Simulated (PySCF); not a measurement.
# GeH2F (SMILES [F][GeH2]): UPBE0/STO-3G

Aim: the energy change on altering one bond length of GeH2F at UPBE0/STO-3G, from 2 runs. Input form: a Python script.

The results are computed with PySCF 2.14.0.

8 further runs of the same task are left out: 2 that didn't finish, 6 set aside as unsound or not needed.

## (1) The molecule

The species is GeH2F (4 atoms), meant as a doublet with charge 0. As SMILES, `[F][GeH2]`. The coordinates come from a PBE0-D4/def2-TZVP relaxation.

Bond lengths: F1–Ge2 1.745 Å, Ge2–H3 1.549 Å, Ge2–H4 1.549 Å. Angles: F1–Ge2–H3 105.4°, F1–Ge2–H4 105.4°, H3–Ge2–H4 113.3°.

## (2) The energy at UPBE0/STO-3G

Input file input.py:

```python
from pyscf import gto, dft

system = gto.M(
    atom=[
    ('F', (0.138200, -0.585400, 1.442000)),
    ('Ge', (0.305700, -0.223200, -0.257100)),
    ('H', (-1.078800, -0.527800, -0.882000)),
    ('H', (0.690400, 1.276000, -0.323100)),
],
    verbose=3,
    spin=1,
    max_memory=1860,
    basis='sto-3g',
)

mf = dft.UKS(system)
mf.xc = 'pbe0'
mf.conv_tol = 1e-10
mf.grids.level = 5
mf.kernel()
if not mf.converged:
    mf = mf.newton().run(mf.mo_coeff, mf.mo_occ)

etot = mf.e_tot
print('Final energy', etot)
```

Run with:

```sh
$ OMP_NUM_THREADS=1 python input.py
```

The program printed:

```text
converged SCF energy = -2152.28514550319  <S^2> = 0.75117347  2S+1 = 2.0011731
Final energy -2152.285145503191
```

Wall time 9 s (1 thread of AMD EPYC 7R43 (Zen 3), shared host); peak memory 0.22 GiB.

## (3) The distorted shape, same level

Input file mol.xyz:

```xyz
4
FGeH2
F      0.054450    -0.766500     2.291551
Ge     0.305700    -0.223200    -0.257100
H     -1.078800    -0.527800    -0.882000
H      0.690400     1.276000    -0.323100
```

Input file calc.py:

```python
from pyscf import gto, dft

mol = gto.Mole()
mol.atom = 'mol.xyz'
mol.spin = 1
mol.verbose = 3
mol.max_memory = 1860
mol.basis = 'sto-3g'
mol.charge = 0
mol.build()

mf = dft.UKS(mol)
mf.xc = 'pbe0'
mf.grids.level = 5
mf.conv_tol = 1e-10
mf.kernel()
if not mf.converged:
    mf = mf.newton().run(mf.mo_coeff, mf.mo_occ)

energy = mf.e_tot
print('Final energy', energy)
```

Run with:

```sh
$ OMP_NUM_THREADS=1 python calc.py
```

The program printed:

```text
converged SCF energy = -2152.14546309198  <S^2> = 1.0033175  2S+1 = 2.2390333
Final energy -2152.14546309198
```

Run time: 14 s. Hardware: 1 thread of AMD EPYC 7R43 (Zen 3), shared host; peak memory 0.23 GiB.

## (4) Summary of results

Level: UPBE0/STO-3G.

| quantity | value |
| --- | --- |
| first shape: total energy | -2152.28515 Eh |
| first shape: dipole moment | 0.49 D |
| first shape: HOMO energy (highest over α and β) | -3.29 eV |
| first shape: LUMO energy (lowest over α and β) | 0.45 eV |
| first shape: ⟨S²⟩ | 0.751 |
| distorted shape: total energy | -2152.14546 Eh |
| distorted shape: dipole moment | 1.35 D |
| distorted shape: HOMO energy (highest over α and β) | -3.71 eV |
| distorted shape: LUMO energy (lowest over α and β) | -0.05 eV |
| distorted shape: ⟨S²⟩ | 1.003 |
| energy change with the F1–Ge2 bond stretched from 1.745 to 2.618 Å | 3.801 eV |

In words: With the F1–Ge2 bond stretched from 1.745 to 2.618 Å the energy rises by 3.80 eV (88 kcal/mol). The first shape isn't relaxed at this level, so the change isn't measured from a minimum. The minimal basis adds a large error of its own. Mulliken charges (first shape) run from -0.18 on F1 to +0.36 on Ge2. ⟨S²⟩ (distorted shape) is 1.00 where a pure doublet has 0.75: the reference is spin-contaminated.
